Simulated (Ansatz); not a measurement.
# B2BrH3Si: the cost of one run

Method: UKS B3LYP/def2-SVP, in Ansatz 0.2.0.

## Step 1: The system as given

Bond lengths: Br1–B2 2.002 Å, B2–B3 1.757 Å, B2–Si4 1.891 Å, B3–Si4 1.790 Å, B3–H5 1.215 Å, Si4–H6 1.499 Å, Si4–H7 1.464 Å. Angles: Br1–B2–B3 147.9°, Br1–B2–Si4 153.5°, B3–B2–Si4 58.6°, B2–B3–Si4 64.4°, B2–B3–H5 148.6°, Si4–B3–H5 147.0°, B2–Si4–B3 56.9°, B2–Si4–H6 112.6°, B2–Si4–H7 113.4°, B3–Si4–H6 116.9°, B3–Si4–H7 116.5°, H6–Si4–H7 122.4°.

Structure file:

```xyz
7

Br   -1.6729   -2.5269    0.2877
B    -0.5024   -0.9113    0.1167
B     1.1157   -0.2303    0.1968
Si   -0.1856    0.9194   -0.2376
H     2.3035   -0.3983    0.3926
H    -0.6927    1.8133    0.8532
H    -0.3044    1.2660   -1.6551
```

## Step 2: End point A

File input.yaml:

```yaml
crystal:
  periodic: [false, false, false]
  atoms:
    - { symbol: Br, position_ang: [-1.6729, -2.5269, 0.2877] }
    - { symbol: B, position_ang: [-0.5024, -0.9113, 0.1167] }
    - { symbol: B, position_ang: [1.1157, -0.2303, 0.1968] }
    - { symbol: Si, position_ang: [-0.1856, 0.9194, -0.2376] }
    - { symbol: H, position_ang: [2.3035, -0.3983, 0.3926] }
    - { symbol: H, position_ang: [-0.6927, 1.8133, 0.8532] }
    - { symbol: H, position_ang: [-0.3044, 1.266, -1.6551] }
magnetization:
  spin_polarized: true
basis:
  gaussian: { orbitals: def2-SVP }
hamiltonian:
  xc: b3lyp
relax:
  f_tol: 0.02
  max_steps: 50
output:
  orbitals: {}
```

Launch:

```bash
> ansatz run input.yaml --threads 2 --pin off --max-ram 3072MiB --backend cpu --events-out ev --progress --plain --runs-dir out
```

**Question.** How long does this run take on 2 threads of Intel Xeon Platinum 8488C (Sapphire Rapids), shared host, and how much memory does it need?

About 55 s, with a peak of 0.33 GiB.
